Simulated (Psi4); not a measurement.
**SnH4S (Sn(SH)H3), run twice**

Wanted: a geometry optimisation of SnH4S (Sn(SH)H3), PBEh-3c/def2-mSVP (density fitting, core potential).

Program for the calculation: Psi4 1.11.

1 further run of the same task is left out (set aside as unsound or not needed).

## (1) The structure to begin with

SnH4S has 6 atoms, charge 0, and is taken as a singlet. SMILES: `[H][Sn]([H])([H])[SH]`. The shape comes from GFN2-xTB, which is rough for such elements, and wasn't checked as a minimum. The run starts from this shape.

Bond lengths: Sn1–S2 2.389 Å, S2–H3 1.324 Å, Sn1–H4 1.663 Å, Sn1–H5 1.673 Å, Sn1–H6 1.676 Å. Angles: Sn1–S2–H3 95.6°, S2–Sn1–H4 106.7°, S2–Sn1–H5 110.6°, S2–Sn1–H6 110.3°, H4–Sn1–H5 110.1°, H4–Sn1–H6 110.0°, H5–Sn1–H6 109.1°.

## (2) First attempt

File input.dat:

```
memory 1.6 GB

molecule {
  0 1
  Sn
  S 1 2.388999
  H 2 1.323666 1 95.57177
  H 1 1.662904 2 106.74721 3 177.46314
  H 1 1.673398 4 110.12001 2 120.06126
  H 1 1.676444 4 109.98053 5 120.29645
  symmetry c1
}

set globals {
  scf_type df
  geom_maxiter 40
  g_convergence qchem
  docc [23]
}

energy_value = optimize("pbeh-3c")
print_variables()
```

The run is started by

```console
$ psi4 -i input.dat -o output.dat -n 1
```

output.dat:

```text
Psi4 1.11 release

gradient() will perform analytic gradient computation.

   => Loading Basis Set <=

    Name: DEF2-MSVP
    Role: ORBITAL
    Keyword: BASIS

    !!!  WARNING: ECP capability is in beta. Please check occupations closely.  !!!

   => PBEH3C: Empirical Dispersion <=

        s6 =       1.000000
        s8 =       0.000000
        a1 =       0.486000
        a2 =       4.500000

RuntimeError:
Fatal Error: Got 23 alpha electrons, expected 21.
DOCC and SOCC must specify the occupation of all electrons or none.

Printing out the relevant lines from the Psithon --> Python processed input file:
    core.IO.set_default_namespace("")
    core.set_global_option("SCF_TYPE", "df")
    core.set_global_option("GEOM_MAXITER", 40)
    core.set_global_option("G_CONVERGENCE", "qchem")
    core.set_global_option("DOCC", [23])
--> energy_value = optimize("pbeh-3c")
    print_variables()

!----------------------------------------------------------------------------------!
!                                                                                  !
! Fatal Error: Got 23 alpha electrons, expected 21.                                !
! DOCC and SOCC must specify the occupation of all electrons or none.              !
!                                                                                  !
!----------------------------------------------------------------------------------!

    Psi4 run time: 0:00:00.80
```

Wall time 2 s (1 thread of Intel Xeon Platinum 8375C at 2.90GHz (Ice Lake), shared host); peak memory 0.15 GiB.

## (3) What went wrong

The program refused the input.

The log says `Fatal Error: Got 23 alpha electrons, expected 21.`. Cause: the orbital occupation or active space doesn't match the electron count or the lowest state. To mend it: docc at its default in place of (23).

## (4) Second attempt

File input.inp:

```
memory 1600 mb

molecule {
  0 1
  Sn
  S 1 2.388999
  H 2 1.323666 1 95.57177
  H 1 1.662904 2 106.74721 3 177.46314
  H 1 1.673398 4 110.12001 2 120.06126
  H 1 1.676444 4 109.98053 5 120.29645
  symmetry c1
}

set globals {
  scf_type      df
  geom_maxiter  40
  g_convergence qchem
}

E, wfn = optimize("pbeh-3c", return_wfn=True)
```

The run is started by

```console
$ psi4 -i input.inp -o input.out -n 1
```

input.out:

```text
[...]
    !!!  WARNING: ECP capability is in beta. Please check occupations closely.  !!!
[...]
  Running in c1 symmetry.
[...]
  Nuclear repulsion =  117.999327039931089
[...]
  Multiplicity = 1
[...]
  Nalpha       = 21
  Nbeta        = 21
[...]
    Number of basis functions: 52
[...]
   @DF-RKS iter   1:  -614.40266142462781   -1.46394e+00   5.86837e-03 DIIS/ADIIS
[...]
    !!!  WARNING: ECP capability is in beta. Please check occupations closely.  !!!
[...]
   @DF-RKS iter   6:  -614.45759807158652   -3.41061e-13   2.34930e-09 DIIS
[...]
  @DF-RKS Final Energy:  -614.45759807158652
   => Energetics <=
    Nuclear Repulsion Energy =            116.5636626117998844
    One-Electron Energy =               -1160.9845714991020031
    Two-Electron Energy =                 456.6078178140839441
    DFT Exchange-Correlation Energy =     -26.6545116923745482
    Empirical Dispersion Energy =           0.0100046940062617
    VV10 Nonlocal Energy =                  0.0000000000000000
    Total Energy =                       -614.4575980715864034
[...]
 Multipole Moments:
 ------------------------------------------------------------------------------------
     Multipole            Electronic (a.u.)      Nuclear  (a.u.)        Total (a.u.)
 ------------------------------------------------------------------------------------
 L = 1.  Multiply by 2.5417464519 to convert [e a0] to [Debye]
 Dipole X            :          0.0030390           -0.0032270           -0.0001880
 Dipole Y            :          1.3547520           -1.7406802           -0.3859282
 Dipole Z            :        -35.7426315           35.1175110           -0.6251205
 Magnitude           :                                                    0.7346539
[...]
  -Total Gradient:
     Atom            X                  Y                   Z
    ------   -----------------  -----------------  -----------------
       1        0.000000742480     0.000003632996    -0.000043912530
       2        0.000019281910    -0.000053667668     0.000002857946
       3       -0.000028506526     0.000034843942    -0.000004512695
       4       -0.000001153418    -0.000001485097     0.000005591275
       5        0.000000079880    -0.000010265169     0.000015423969
       6        0.000004950985     0.000011175325    -0.000000524303
[...]
    Final optimized geometry and variables:
    Molecular point group: c1
    Full point group: C1
    Geometry (in Angstrom), charge = 0, multiplicity = 1:
    SN
    S             1    2.416847
    H             2    1.339860      1   96.045630
    H             1    1.695759      2  104.304235      3  178.675789
    H             1    1.700477      4  111.523763      2  118.033301
    H             1    1.700554      4  111.442150      5  123.808958
    Psi4 run time: 0:00:25.57
[...]
```

On the terminal:

```text
Optimizer: Optimization complete!
```

It took 27 s on 1 thread of Intel Xeon Platinum 8375C at 2.90GHz (Ice Lake), shared host; peak memory 0.45 GiB.

The path in brief:

| step | energy from the first frame kept (eV) | largest force (eV/Å) |
| --- | --- | --- |
| 0 | 0.0000 | 0.5515 |
| 1 | -0.0287 | 0.2202 |
| 2 | -0.0331 | 0.0513 |
| 3 | -0.0334 | 0.0102 |
| 4 | -0.0334 | 0.0035 |
| 5 | -0.0334 | 0.0029 |

After the run. Bond lengths: Sn1–S2 2.417 Å, S2–H3 1.340 Å, Sn1–H4 1.696 Å, Sn1–H5 1.700 Å, Sn1–H6 1.701 Å. Angles: Sn1–S2–H3 96.0°, S2–Sn1–H4 104.3°, S2–Sn1–H5 109.5°, S2–Sn1–H6 109.6°, H4–Sn1–H5 111.5°, H4–Sn1–H6 111.4°, H5–Sn1–H6 110.3°.

## (5) Results

Level: PBEh-3c/def2-mSVP (density fitting, core potential).

```
               quantity          value
total energy at the end  -614.45760 Eh
          dipole moment         1.87 D
            HOMO energy       -8.01 eV
            LUMO energy        0.14 eV
          HOMO–LUMO gap        8.15 eV
```

In words: The optimisation took 6 steps and changed the energy by -0.033 eV.
